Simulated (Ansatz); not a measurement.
# F3GaH4OSi: how energies converge with the basis set

Aim: see how fast density functionals converge with the basis set for F3GaH4OSi.

Method: one geometry, several basis sets; program: Ansatz 0.2.0, Gaussian basis.

The runs, in order: PBE0-D4/def2-SVP; ωB97M-V/def2-SVP; PBE0-D4/def2-QZVPP; ωB97M-V/def2-QZVPP; the functionals' def2-TZVPP values are taken from earlier runs.

### Step 1. The relaxed structure

All runs share one geometry, relaxed beforehand with PBE0-D4 in a triple-zeta def2 set.

SMILES `[F][Ga-]([F])([F])[OH+][SiH3]`, 10 atoms, charge 0, spin multiplicity 1.

Atoms are counted from 1 here; the program's logs count them from 0.

Bond lengths: F1–Ga2 1.742 Å, Ga2–F3 1.758 Å, Ga2–F4 1.750 Å, Ga2–O5 2.011 Å, O5–Si6 1.714 Å, O5–H7 0.963 Å, Si6–H8 1.475 Å, Si6–H9 1.471 Å, Si6–H10 1.482 Å. Angles: F1–Ga2–F3 116.9°, F1–Ga2–F4 117.4°, F1–Ga2–O5 106.1°, F3–Ga2–F4 119.1°, F3–Ga2–O5 92.3°, F4–Ga2–O5 97.2°, Ga2–O5–Si6 121.4°, Ga2–O5–H7 112.5°, Si6–O5–H7 117.4°, O5–Si6–H8 109.7°, O5–Si6–H9 105.4°, O5–Si6–H10 104.2°, H8–Si6–H9 113.8°, H8–Si6–H10 110.8°, H9–Si6–H10 112.3°.

### Step 2. PBE0-D4 in def2-SVP

in.yaml

```yaml
crystal:
  periodic: [false, false, false]
  atoms:
    - {symbol: F, position_ang: [-1.862792, -2.116008, 0.711917]}
    - {symbol: Ga, position_ang: [-0.399143, -1.665593, -0.117582]}
    - {symbol: F, position_ang: [1.052794, -1.501885, 0.860469]}
    - {symbol: F, position_ang: [-0.246401, -2.135451, -1.796365]}
    - {symbol: O, position_ang: [-0.517173, 0.318747, -0.422072]}
    - {symbol: Si, position_ang: [0.533391, 1.409429, 0.379995]}
    - {symbol: H, position_ang: [-0.781023, 0.539019, -1.321555]}
    - {symbol: H, position_ang: [1.921451, 1.179616, -0.063017]}
    - {symbol: H, position_ang: [0.320906, 1.172906, 1.816473]}
    - {symbol: H, position_ang: [0.061092, 2.748021, -0.045262]}
basis:
  gaussian: {orbitals: def2-SVP}
hamiltonian: {xc: pbe0, dispersion: d4}
output: {orbitals: {seedname: orbitals}}
```

Launch:

```sh
> ansatz run in.yaml --threads 4 --pin off --events-out ev --progress --plain --max-ram 11315MiB
```

Further steps of the session: ωB97M-V in def2-SVP; PBE0-D4 in def2-QZVPP; ωB97M-V in def2-QZVPP.

Before running them: what should the planned runs give, taken together? Wanted: PBE0-D4: double and triple zeta above quadruple; ωB97M-V: double and triple zeta above quadruple.

As calculated:

| quantity | value |
| --- | --- |
| PBE0-D4: double and triple zeta above quadruple | 24.44, 2.08 eV |
| ωB97M-V: double and triple zeta above quadruple | 24.58, 1.97 eV |

**Reading.** For PBE0-D4 the step from double to triple zeta gains 22.36 eV and the next only 2.08 eV. Total energies overstate the basis error of differences, where much of it tends to cancel. The LUMO of ωB97M-V is positive and keeps falling with the basis (0.81 to 0.06 eV): an unbound level that the basis holds in place.
